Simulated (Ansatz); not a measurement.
Crystal: BaCa3O4.

```
CELL_PARAMETERS angstrom
5.10825 0.00000 0.00000
0.00000 5.10825 0.00000
0.00000 0.00000 5.10825
ATOMIC_POSITIONS crystal
Ba 0.50000 0.50000 0.50000
Ca 0.50000 0.00000 0.00000
Ca 0.00000 0.50000 0.00000
Ca 0.00000 0.00000 0.50000
O 0.00000 0.50000 0.50000
O 0.50000 0.00000 0.50000
O 0.50000 0.50000 0.00000
O 0.00000 0.00000 0.00000
```

The cell comes from a database or a generator and needn't be the stable form of this composition.

* Program: Ansatz 0.2.0
* Task: single point
* Functional: PBE
* Potentials or basis: Ansatz PAW
* Cutoff: 420 eV (not typed: the program's choice for these potentials)
* k mesh: 5 × 5 × 5
* Occupations: fermi-dirac, width 0.05 eV
* Spin: no spin polarisation

On this cell: pressure -1.4 GPa; largest force zero by symmetry; band gap on the k mesh 2.42 eV, direct.

The same run follows on a disturbed copy (atoms moved at random, drawn with an rms of 0.05 Å):

```
Ba Ca O
1.0
     5.10825    0.00000    0.00000
     0.00000    5.10825    0.00000
     0.00000    0.00000    5.10825
Ba Ca O
1 3 4
Cartesian
  2.5432 2.5664 2.5127
  2.5232 0.0269 -0.0165
  0.0068 2.4759 0.0134
  0.0525 0.0315 2.5765
  0.0169 2.5936 2.5526
  2.5185 -0.0299 2.5932
  2.5474 2.5762 -0.0388
  -0.0136 -0.0118 0.0183
```

Question: What changes?

Answer: The energy moves by +7.3 meV/atom; pressure -1.3 GPa; largest force 0.518 eV/Å; band gap on the k mesh 2.42 eV, direct.

Forces in eV/Å, atoms in the order of the input:
```
Ba   0.374 -0.072  0.108
Ca   0.186 -0.323 -0.090
Ca  -0.114  0.488 -0.131
Ca  -0.230 -0.364 -0.026
O   -0.140 -0.229  0.016
O   -0.120  0.401  0.051
O   -0.064 -0.219  0.078
O    0.109  0.317 -0.006
```

Stress tensor (GPa, compression positive):
```
-1.24 -0.04  0.02
-0.04 -1.42  0.01
 0.02  0.01 -1.29
```

Caveats: odd divisions of the mesh miss points on the zone boundary, where band edges often lie, so the gap on the mesh can be too wide; spin-orbit coupling is left out, which moves the levels of the heavy elements.

A k mesh can miss the band edges.
